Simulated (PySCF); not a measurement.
# C4H11Si−: electronic excitations and core binding energies

Aim: predict the electronic excitations and core binding energies of C4H11Si− (`CCC[SiH-]C`).

The runs use PySCF 2.14.0, with density-fitted response routines of our own; the level of theory stands in each step. All values are computed, except where a source is named. Atoms are numbered from 0 throughout.

**1. The molecule as given**

16 atoms, charge -1, multiplicity 1; geometry from: GFN2-xTB.

Bonds of the start (Å): C0–C1 1.52, C1–C2 1.52, C2–Si3 1.92, Si3–C4 1.91, C0–H5 1.09, C0–H6 1.09, C0–H7 1.09, C1–H8 1.10, C1–H9 1.10, C2–H10 1.10, C2–H11 1.10, Si3–H12 1.49, C4–H13 1.09, C4–H14 1.10, C4–H15 1.09.

**2. Excited states and response: PBE0/def2-SVPD**

What the job is given:

```
{"job": {"kind": "uv", "xc": "PBE0", "basis": "def2-SVPD", "nstates": 8, "ntriplets": 3}, "charge": -1, "multiplicity": 1}
C     -2.081974     0.346395     0.583168
C     -1.081052     0.114617    -0.539562
C     -0.097238    -0.990423    -0.197677
Si     1.030565    -0.530396     1.282651
C      2.210267     0.744649     0.479643
H     -2.727775     1.202574     0.375396
H     -2.707390    -0.536194     0.718626
H     -1.524611     0.513482     1.504153
H     -0.523748     1.041378    -0.714262
H     -1.628692    -0.110998    -1.471191
H      0.482105    -1.221799    -1.106668
H     -0.659015    -1.901126     0.049066
H      1.912840    -1.735811     1.313254
H      1.710400     1.702159     0.316019
H      2.627172     0.430893    -0.485963
H      3.050547     0.939544     1.149420
```

With the program's defaults for keys left out, this is: TDDFT PBE0/def2-SVPD, vertical, gas phase, core orbitals frozen in the response.

Started as:

```sh
$ OMP_NUM_THREADS=1 python probes_run.py task.json out
```

One launch serves the whole session: the jobs run in the order shown.

**Question.** This job is followed by: delta-SCF UKS SCAN, pcX-2 on the ionised atom, pcseg-1 elsewhere, spin-free X2C. Predict these results of the whole session: lowest singlet (PBE0/def2-SVPD); brightest single state of those computed; lowest triplet; C1s binding energies, SCAN/pcX-2; Si1s binding energies, SCAN/pcX-2; Si2p binding energies, SCAN/pcX-2.

As calculated:

```
                                quantity                                          value
         lowest singlet (PBE0/def2-SVPD)                    2.73 eV (454 nm), f = 0.031
brightest single state of those computed                    state 5, 4.05 eV, f = 0.096
                          lowest triplet                                        2.48 eV
        C1s binding energies, SCAN/pcX-2  C1 286.04, C0 285.92, C4 284.65, C2 284.61 eV
       Si1s binding energies, SCAN/pcX-2                                 Si3 1838.65 eV
       Si2p binding energies, SCAN/pcX-2                                   Si3 99.12 eV
```

In words: The lowest singlet, at 2.73 eV, is HOMO→LUMO 0.98 and is weak; of the 8 states computed, the strongest absorption comes from state 5 at 4.05 eV (the last state computed is bright too, and its partners may lie past the list). State 1 absorbs in the visible (454 nm). The lowest triplet lies 0.25 eV below the lowest singlet (triplets in Tamm-Dancoff, singlets in full TDDFT). The lowest singlet lies above −ε(HOMO); no detachment energy was computed, so the anion's states may not be bound. C1 (sp3 CH2) binds its C1s electron 1.43 eV more tightly than C2 (sp3 CH2 bonded to Si). At PBE0/def2-SVPD the HOMO lies above zero (+0.76 eV), as often for anions in the gas phase: self-interaction error lifts it, or the electron is held by the finite basis alone; counter-ions and solvent are missing.
